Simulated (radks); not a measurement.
**Tc²⁺ in [Kr] 4d4.5 4f0.5: an all-electron calculation**

The task here is to estimate one member of a computed series from the others.

The numbers are computed with radks (a radial shooting solver on a logarithmic mesh, Libxc functionals) version 1 (Dirac Kohn-Sham, PBE, spin-unpolarised, spherical densities, finite nucleus; open shells are shared between the two j in proportion to 2j + 1), except any that are marked as measured or tabulated.

## What is computed

* element: technetium (Z = 43)
* charge: +2
* electrons: 41
* configuration: [Kr] 4d4.5 4f0.5
* nuclear rms radius: 4.4112 fm

Set-up of the first run:

The run's settings:

```text
Z 43
configuration [Kr] 4d4.5 4f0.5
relativity Dirac
functional pbe,pbe
spin unpolarised
j_filling average
nucleus finite rms 4.4112 fm
c 137.035999084
```

Steps of the session up to this table: Self-consistent calculation.

One of the session's tables, all rows but one given; the rest of the session is left out.

It belongs to the step «Shells». Sizes of the orbitals, from the radial functions (bohr):

```
level      <r>  outermost maximum (interpolated)  90 % within  nodes
1s1/2  0.03428                            0.0223       0.0614      0
2s1/2   0.1493                             0.126        0.231      1
2p1/2   0.1271                            0.0981        0.208      0
2p3/2   0.1318                             0.102        0.214      0
3s1/2   0.4151                             0.372        0.613      2
3p1/2   0.4090                             0.359        0.618      1
3p3/2   0.4196                             0.369        0.633      1
3d3/2   0.3969                             0.310        0.633      0
3d5/2   0.4004                             0.313        0.638      0
4s1/2    1.055                             0.949         1.53      3
4p1/2    1.145                              1.01         1.69      2
4p3/2        ?                                 ?            ?      ?
4d3/2    1.561                              1.24         2.44      1
4d5/2    1.575                              1.25         2.46      1
4f5/2    5.975                              5.50         8.87      0
4f7/2    5.975                              5.50         8.88      0
```

Q: Estimate the row for 4p3/2 from the others.

**Answer.** <r>: 1.174; outermost maximum (interpolated): 1.03; 90 % within: 1.73; nodes: 2. In the column «<r>» it lies between 4p1/2 (1.145) and 4d3/2 (1.561).
